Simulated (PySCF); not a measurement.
# SnF+: from the state search to spectroscopic constants

One table from this session's results is given with a row withheld; the runs are named, their logs left out.

Method: Sn x2c-SVPall, F x2c-SVPall, spin-free X2C with a Gaussian nucleus; program: PySCF 2.14.0.

Set-up of the first run:

A driver script around PySCF takes these settings:

| Item | Value |
| --- | --- |
| atoms | Sn, F |
| charge | 1 |
| basis | Sn x2c-SVPall, F x2c-SVPall |
| Hamiltonian | spin-free X2C with a Gaussian nucleus |
| basis functions | 50 |
| electrons treated | 58 |
| masses in u | 119.9022, 18.9984 |
| levels | PBE0, PBE, r²SCAN, TPSSh, LDA, M06, CAM-B3LYP, HF, MP2, SCS-MP2, CCSD, CCSD(T) |
| grid | 80 radial by 434 angular points |
| occupations | held fixed by the projection of orbital angular momentum |
| dissociation limit | Sn+ + F, each in its ground configuration |
| starting distance in angstrom | 2.065 |
| values of 2S to try | 0, 2 |

Launch:

```sh
$ OMP_NUM_THREADS=1 python dia.py task.json out
```

Among the steps run: The job; First curve: PBE0; Excited determinants; PBE (GGA); r²SCAN; TPSSh; LDA; M06; CAM-B3LYP (range-separated hybrid); RHF (mean field); Adding correlation.

One of the session's tables, all rows but one given; the rest of the session is left out.

It belongs to the step «Constants by level of theory». 

| level | Re (Å) | ωe (cm⁻¹) | De (eV) |
| --- | --- | --- | --- |
| RHF | 1.883 | 736 | 2.91 |
| RHF-MP2 | 1.901 | 712 | 4.95 |
| RHF-SCS-MP2 | 1.902 | 710 | 4.76 |
| RHF-CCSD | 1.901 | 711 | 4.51 |
| RHF-CCSD(T) | 1.906 | 700 | 4.63 |
| LDA | 1.896 | 702 | 6.35 |
| PBE | ? | ? | ? |
| r²SCAN | 1.903 | 698 | 5.10 |
| TPSSh | 1.908 | 693 | 5.10 |
| PBE0 | 1.900 | 705 | 4.94 |
| M06 | 1.906 | 697 | 5.28 |
| CAM-B3LYP | 1.893 | 718 | 5.07 |

Q: Estimate the row for PBE from the others.

The run gave: Re (Å): 1.922; ωe (cm⁻¹): 671; De (eV): 5.49. In the column «Re (Å)» it is the highest.
